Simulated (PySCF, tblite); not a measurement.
# C3H11NOSi2: geometry, infrared bands and NMR shifts

What infrared bands and NMR shifts should C3H11NOSi2 (`C=C(C)[SiH2]N[SiH2]O`) show?

Computed with tblite 0.8.0 and PySCF 2.14.0, with density-fitted response routines of our own, on a single molecule in the gas phase. Atoms count from 0, in the outputs and in this text.

## (1) The starting structure

18 atoms, charge 0, multiplicity 1; geometry from: force field or distance geometry start.

Bonds of the start (Å): C0–C1 1.34, C1–C2 1.48, C1–Si3 1.87, Si3–N4 1.79, N4–Si5 1.76, Si5–O6 1.73, C0–H7 1.08, C0–H8 1.09, C2–H9 1.12, C2–H10 1.10, C2–H11 1.13, Si3–H12 1.45, Si3–H13 1.47, N4–H14 1.04, Si5–H15 1.49, Si5–H16 1.46, O6–H17 1.00.

## (2) Optimising the geometry with GFN2-xTB

The job: settings as JSON, then the geometry in Å.

```
{"job": {"kind": "relax", "xc": "GFN2-xTB", "basis": "xTB"}, "charge": 0, "multiplicity": 1}
C     -1.722600    -0.624600    -1.366000
C     -1.585100    -0.071600    -0.153800
C     -2.587200    -0.226600     0.930700
Si    -0.029400     0.906000     0.187900
N      1.157700    -0.296800     0.768400
Si     2.744000    -0.197600     0.003800
O      3.872100     0.683000     0.972700
H     -0.909100    -0.434600    -2.051100
H     -2.610800    -1.201200    -1.612600
H     -3.081600     0.736600     1.208300
H     -2.146000    -0.762900     1.785400
H     -3.405500    -0.890300     0.526700
H      0.301600     1.518400    -1.079000
H     -0.231700     1.874500     1.274500
H      0.780200    -1.262100     0.714900
H      3.281300    -1.582500     0.010500
H      2.764300     0.388100    -1.331400
H      3.399000     1.450600     1.404100
```

Run with:

```sh
$ OMP_NUM_THREADS=1 python probes_run.py task.json out
```

This one command runs all jobs of the session in turn.

**Question.** This job is followed by: GFN2-xTB harmonic vibrations, gas phase; GIAO PBE0/pcSseg-1 NMR shielding, non-relativistic, gas phase. Predict these results of the whole session: strongest single infrared mode (GFN2-xTB); zero-point energy (GFN2-xTB); ¹³C shifts against TMS (PBE0/pcSseg-1); ¹H shifts against TMS (PBE0/pcSseg-1, means over atoms taken as alike); ²⁹Si shifts against TMS (PBE0/pcSseg-1); ¹⁵N shifts against NH3 (PBE0/pcSseg-1); ¹⁷O shifts against H2O (PBE0/pcSseg-1); surface potential, 1st and 99th percentile.

**Answer**, as computed:

```
                                                              quantity                                          value
                             strongest single infrared mode (GFN2-xTB)                           752 cm⁻¹, 458 km/mol
                                          zero-point energy (GFN2-xTB)                                  82.3 kcal/mol
                                ¹³C shifts against TMS (PBE0/pcSseg-1)                         150.7, 130.9, 26.7 ppm
¹H shifts against TMS (PBE0/pcSseg-1, means over atoms taken as alike)  6.17, 5.41, 5.22, 5.06, 2.05, 1.65, -0.46 ppm
                               ²⁹Si shifts against TMS (PBE0/pcSseg-1)                               -28.1, -46.1 ppm
                                ¹⁵N shifts against NH3 (PBE0/pcSseg-1)                                       15.8 ppm
                                ¹⁷O shifts against H2O (PBE0/pcSseg-1)                                       30.2 ppm
                                 surface potential, 1st and 99th percentile                             -1.40 V and 1.93 V
```

**Reading.** The optimisation took 254 steps and gained 0.712 eV; among the close pairs (by a distance rule), Si5–O6 changed most, from 1.728 to 1.619 Å. All 48 modes are real, so the xTB geometry is a minimum. The strongest single mode, at 752 cm⁻¹, is carried by H13, H12, Si3. Unscaled tight-binding wavenumbers are off by several per cent, some by more. Its intensities can rank the bands wrongly. C1 (fully substituted alkene carbon) lies farthest downfield among carbon, at 150.7 ppm; an sp2 carbon of a C=C bond. At PBE0/pcSseg-1: Shielding is most anisotropic at C1 (span 255 ppm, paramagnetic term -229 ppm).
